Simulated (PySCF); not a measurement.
# SiGe−: bond curves at several levels of theory

One job finds the state of SiGe−, follows it along the bond with each method and fits the curves.

The runs use PySCF 2.14.0; Si def2-TZVPPD, Ge def2-TZVPPD, no relativity.

1 further run of the same task is left out (set aside as unsound or not needed).

## (1) Set-up

A driver script around PySCF takes these settings:

```yaml
atoms: Si, Ge
charge: -1
basis: Si def2-TZVPPD, Ge def2-TZVPPD
Hamiltonian: no relativity
basis_functions: 102
electrons_treated: 47
masses_in_u: 27.9769, 73.9212
levels: PBE0, PBE, r²SCAN, revPBE, M06-2X, r²SCANh, B3LYP, B97-3, LC-ωPBE, HF, MP2, SCS-MP2, CCSD, CCSD(T)
grid: 80 radial by 434 angular points
occupations: held fixed by the projection of orbital angular momentum
dissociation_limit: Si− + Ge, each in its ground configuration
starting_distance_in_angstrom: 2.375
values_of_2S_to_try: 1, 3, 5
```

The run is started by

```bash
> OMP_NUM_THREADS=2 python dia.py task.json out
```

The runs that follow: The PBE0 curve of the state that the search chose; Excited determinants; PBE; r²SCAN (meta-GGA); revPBE (GGA); M06-2X (hybrid meta-GGA); r²SCANh (hybrid meta-GGA); B3LYP (global hybrid GGA); B97-3; LC-ωPBE; UHF; MP2 and coupled cluster.

Q: Predict the outcome of this session. Wanted: for each run, Re; ωe; De; μ.

As calculated:

Lowest PBE0 solution found, without spin–orbit coupling: ²Π (doublet), unpaired electrons π ↑. State 2 has its PBE0 minimum 0.09 eV higher. The other levels ran on the lowest alone.

| level | Re (Å) | ωe (cm⁻¹) | De (eV) | μ (D) |
| --- | --- | --- | --- | --- |
| UHF | 2.204 | 503 | 1.67 | 2.47 |
| UHF-CCSD | 2.230 | 462 | 3.40 | n/a |
| UHF-CCSD(T) | 2.248 | 442 | 3.68 | n/a |
| PBE | 2.256 | 429 | 4.00 | 2.66 |
| revPBE | 2.265 | 425 | 3.77 | 2.70 |
| r²SCAN | 2.232 | 451 | 3.86 | 2.57 |
| r²SCANh | 2.225 | 459 | 3.77 | 2.55 |
| B3LYP | 2.240 | 444 | 3.85 | 2.56 |
| PBE0 | 2.227 | 459 | 3.75 | 2.59 |
| B97-3 | 2.237 | 453 | 3.85 | 2.63 |
| M06-2X | 2.224 | 471 | 3.83 | 2.31 |
| LC-ωPBE | 2.176 | 510 | 3.34 | 2.51 |

De is counted to Si− + Ge in their ground configurations. A positive dipole points from Si to Ge; in an ion it is taken about the centre of mass and does not tell which atom is negative. No constants: UHF-MP2 (the points don't follow one smooth fit); UHF-SCS-MP2 (the points don't follow one smooth fit).

What this shows: The methods spread over 0.088 Å in bond length, from LC-ωPBE to revPBE. Among the levels with a De in the table, it runs from 1.67 eV (UHF) to 4.00 eV (PBE).

Correlated steps freeze 14 core orbitals. T1 is 0.015 near the minimum (highest on the curve 0.062), which may point to more than one leading configuration. With some functionals the highest level of the anion is positive, from self-interaction error or because the anion is truly unbound there; the finite basis then holds the extra electron, and no neutral molecule was run to test the binding.
